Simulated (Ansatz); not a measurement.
# Zn4SeS3: the cost of one run

Program: Ansatz 0.2.0. Level of theory: DFT PBE, scalar-relativistic, plane waves, PAW, unless a step names another level. These are calculated values, not measurements.

1 further run of the same task is left out (set aside as unsound or not needed).

## (1) The starting structure

Symmetry: P-43m, No. 215, cubic system. The conventional cell has a = 5.516 Å, b = 5.516 Å, c = 5.516 Å, α = 90.00°, β = 90.00°, γ = 90.00°. Zn (site symmetry 3m) has 3 S at 2.37 Å and 1 Se at 2.45 Å as nearest neighbours. Se (site symmetry -43m) has 4 Zn at 2.45 Å as nearest neighbours. S (site symmetry -42m) has 4 Zn at 2.37 Å as nearest neighbours.

Coordinates:

```xyz
8
Lattice="5.5156 0.0000 0.0000 0.0000 5.5156 0.0000 0.0000 0.0000 5.5156" Properties=species:S:1:pos:R:3 pbc="T T T"
Zn    4.1014    4.1014    4.1014
Zn    4.1014    1.4142    1.4142
Zn    1.4142    4.1014    1.4142
Zn    1.4142    1.4142    4.1014
Se    0.0000    0.0000    0.0000
S     2.7578    2.7578    0.0000
S     2.7578    0.0000    2.7578
S     0.0000    2.7578    2.7578
```

The cell was relaxed beforehand at this level, from a generated guess; it is a trial structure. At a tolerance of 0.02 Å it has space group P-43m (No. 215); it has 20.97 Å³/atom, an uncorrected energy of -0.79 eV/atom over the elements.

## (2) Static run: bands, density of states and charges

input.yaml

```yaml
crystal:
  lattice:
    - [5.5155750895, 0.0, 0.0]
    - [0.0, 5.5155750895, 0.0]
    - [0.0, 0.0, 5.5155750895]
  atoms:
    - { symbol: Zn, position: [0.7436056294, 0.7436056294, 0.7436056294] }
    - { symbol: Zn, position: [0.7436056294, 0.2563943706, 0.2563943706] }
    - { symbol: Zn, position: [0.2563943706, 0.7436056294, 0.2563943706] }
    - { symbol: Zn, position: [0.2563943706, 0.2563943706, 0.7436056294] }
    - { symbol: Se, position: [0.0, 0.0, 0.0] }
    - { symbol: S, position: [0.5, 0.5, 0.0] }
    - { symbol: S, position: [0.5, 0.0, 0.5] }
    - { symbol: S, position: [0.0, 0.5, 0.5] }
basis:
  ecutwfc: 420
kpoints:
  mp_grid: { grid: [6, 6, 6] }
  band_path:
    path:
      - [[0.0, 0.0, 0.0], [0.0, 0.5, 0.0], [0.5, 0.5, 0.0], [0.0, 0.0, 0.0], [0.5, 0.5, 0.5], [0.0, 0.5, 0.0]]
      - [[0.5, 0.5, 0.5], [0.5, 0.5, 0.0]]
    npoints: 14
hamiltonian:
  xc: pbe
scf:
  occupations: { method: gaussian, width: 0.02 }
  n_extra_bands: 20
output:
  forces: true
  stress: true
  eigenvalues: true
  populations: true
  dos: { projected: true, de: 0.02, nscf_kmesh: { grid: [9, 9, 9] } }
  bader: true
  write_density: true
  write_potential: true
  elf: true
  volumetric_format: npy
```

Run with:

```
$ ansatz run input.yaml --threads 1 --pin off --max-ram 2560MiB --backend cpu --events-out ev --progress --plain --runs-dir out
```

**Question.** How long does this run take on 1 thread of Intel Xeon 6975P-C (Granite Rapids), shared host, and how much memory does it need?

About 1.7 min, with a peak of 0.76 GiB.
